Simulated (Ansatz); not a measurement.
# F2H4O4W: basis-set convergence

One table from this session's results is given with a row withheld; the runs are named, their logs left out.

Program: Ansatz 0.2.0, Gaussian basis. Level of theory: one geometry, several basis sets. These are calculated values, not measurements.

The runs, in order: PBE0-D4/def2-SVP; ωB97M-V/def2-SVP; PBE0-D4/def2-QZVPP; ωB97M-V/def2-QZVPP; the functionals' def2-TZVPP values are taken from earlier runs.

### The geometry

The geometry comes from an earlier relaxation with PBE0-D4 in a triple-zeta def2 set; it is a stationary point, not always the lowest conformer. W takes the def2 core potential; no spin-orbit term is included.

SMILES `[OH][W]([OH])([OH])([OH])([F])[F]`, 11 atoms, charge 0, spin multiplicity 1.

Atoms are counted from 1 here; the program's logs count them from 0.

Bond lengths: O1–W2 1.865 Å, O1–H8 0.961 Å, W2–O3 1.877 Å, W2–O4 1.884 Å, W2–O5 1.873 Å, W2–F6 1.894 Å, W2–F7 1.914 Å, O3–H9 0.962 Å, O4–H10 0.960 Å, O5–H11 0.960 Å. Angles: W2–O1–H8 124.3°, O1–W2–O3 98.6°, O1–W2–O4 163.3°, O1–W2–O5 90.8°, O1–W2–F6 92.6°, O1–W2–F7 81.9°, O3–W2–O4 98.0°, O3–W2–O5 89.5°, O3–W2–F6 83.1°, O3–W2–F7 169.9°, O4–W2–O5 89.5°, O4–W2–F6 89.2°, O4–W2–F7 81.7°, O5–W2–F6 172.3°, O5–W2–F7 100.6°, F6–W2–F7 86.8°, W2–O3–H9 120.2°, W2–O4–H10 121.8° and more.

Set-up of the first run:

in.yaml reads:

```yaml
crystal:
  periodic: [false, false, false]
  atoms:
    - {symbol: O, position_ang: [-1.357836, -1.072441, 0.900610]}
    - {symbol: W, position_ang: [-0.043911, -0.015505, 0.104437]}
    - {symbol: O, position_ang: [1.466062, -1.001083, 0.627251]}
    - {symbol: O, position_ang: [0.846430, 1.344504, -0.848707]}
    - {symbol: O, position_ang: [-0.143872, -1.030116, -1.466565]}
    - {symbol: F, position_ang: [0.296695, 0.923943, 1.713454]}
    - {symbol: F, position_ang: [-1.529147, 1.165470, -0.144713]}
    - {symbol: H, position_ang: [-2.282246, -0.821608, 0.975210]}
    - {symbol: H, position_ang: [1.926133, -0.785437, 1.443776]}
    - {symbol: H, position_ang: [0.418164, 2.177073, -1.062727]}
    - {symbol: H, position_ang: [0.403518, -0.884800, -2.242027]}
basis:
  gaussian: {orbitals: def2-SVP}
hamiltonian: {xc: pbe0, dispersion: d4}
output: {orbitals: {seedname: orbitals}}
```

Launch:

```bash
ansatz run in.yaml --threads 8 --pin off --events-out ev --progress --plain --max-ram 20889MiB
```

Steps of the session up to this table: PBE0-D4 in def2-SVP; ωB97M-V in def2-SVP; PBE0-D4 in def2-QZVPP; ωB97M-V in def2-QZVPP.

One of the session's tables, all rows but one given; the rest of the session is left out.

It belongs to the step «Density functionals: the series». 

```
functional       basis  HOMO (eV)  LUMO (eV)
   PBE0-D4    def2-SVP          ?          ?
   PBE0-D4  def2-TZVPP      -9.52      -2.63
   PBE0-D4  def2-QZVPP      -9.57      -2.70
   ωB97M-V    def2-SVP     -11.84      -0.54
   ωB97M-V  def2-TZVPP     -11.94      -0.51
   ωB97M-V  def2-QZVPP     -11.99      -0.60
```

Estimate the missing values for PBE0-D4, def2-SVP.

**Answer.** HOMO (eV): -9.43; LUMO (eV): -2.67. In the column «HOMO (eV)» it is the highest.
